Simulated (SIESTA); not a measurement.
A run of SIESTA 5.4.2:

The input TePd3.fdf:

```
SystemName                      TePd3
SystemLabel                     TePd3
NumberOfSpecies                 2
NumberOfAtoms                   4
%block ChemicalSpeciesLabel
  1  52 Te
  2  46 Pd
%endblock ChemicalSpeciesLabel

LatticeConstant                 1.0 Ang
%block LatticeVectors
     2.4802630000    -2.4924255387     0.0000000000
     2.4802630000     2.4924255387     0.0000000000
     0.0000000000     0.0000000000     5.6953335863
%endblock LatticeVectors
AtomicCoordinatesFormat         Fractional
%block AtomicCoordinatesAndAtomicSpecies
     0.0000000000     0.0000000000     0.0000000000  1  Te
     0.5000000000     0.5000000000     0.2519100000  2  Pd
     0.0000000000     0.0000000000     0.5000000000  2  Pd
     0.5000000000     0.5000000000     0.7480900000  2  Pd
%endblock AtomicCoordinatesAndAtomicSpecies

%block kgrid.MonkhorstPack
    8   0   0  0.0
    0   8   0  0.0
    0   0   5  0.0
%endblock kgrid.MonkhorstPack
XC.Functional                   GGA
XC.Authors                      PBEsol
PAO.BasisSize                   DZP
PAO.EnergyShift                 0.003 Ry
Mesh.Cutoff                     800 Ry
OccupationFunction              FD
ElectronicTemperature           0.05 eV
MaxSCFIterations                120
SCF.MustConverge                false
SCF.Mixer.Method                Pulay
SCF.Mixer.Weight                0.25
SCF.Mixer.History               8
SCF.DM.Tolerance                5.0e-05
SCF.H.Tolerance                 1.0e-03 eV
WriteForces                     true
Charge.Mulliken                 end
BandLinesScale                  ReciprocalLatticeVectors
%block BandLines
    1    0.000000   0.000000   0.000000  \Gamma
   11    0.497566   0.497566   0.000000  X
    8    0.000000   0.500000   0.000000  S
    5    0.000000   0.500000   0.500000  R
    8    0.497566   0.497566   0.500000  A
   11    0.000000   0.000000   0.500000  Z
    5    0.000000   0.000000   0.000000  \Gamma
   11   -0.500000   0.500000   0.000000  Y
    2   -0.497566   0.502434   0.000000  X1
    5   -0.497566   0.502434   0.500000  A1
    2   -0.500000   0.500000   0.500000  T
    5   -0.500000   0.500000   0.000000  Y
    1    0.000000   0.000000   0.500000  Z
   11   -0.500000   0.500000   0.500000  T
%endblock BandLines
%block PAO.Basis
  Te 4
  n=5 0 2
    5.613 0.000
  n=5 1 2
    7.253 0.000
  n=4 2 2
    3.260 0.000
  n=5 2 1
    7.253
  Pd 5
  n=4 0 2
    2.827 0.000
  n=5 0 2
    8.651 0.000
  n=4 1 2
    3.241 0.000
  n=5 1 1
    8.651
  n=4 2 2
    5.842 0.000
%endblock PAO.Basis
```

Potentials or basis: PseudoDojo 0.4 standard (PBEsol files), DZP (energy shift 0.003 Ry; two zetas on semicore shells).

Launch:

```sh
$ siesta < TePd3.fdf > TePd3.out 2>&1
```

Hardware: 1 thread of Arm Neoverse V2, on a shared host.

**Question.** How long does it take, and how much memory?

**Answer.** It took 100 s on 1 thread of Arm Neoverse V2 (shared host), peak memory 0.47 GiB. Counts: scf iterations 11, k points 168, bands 92.
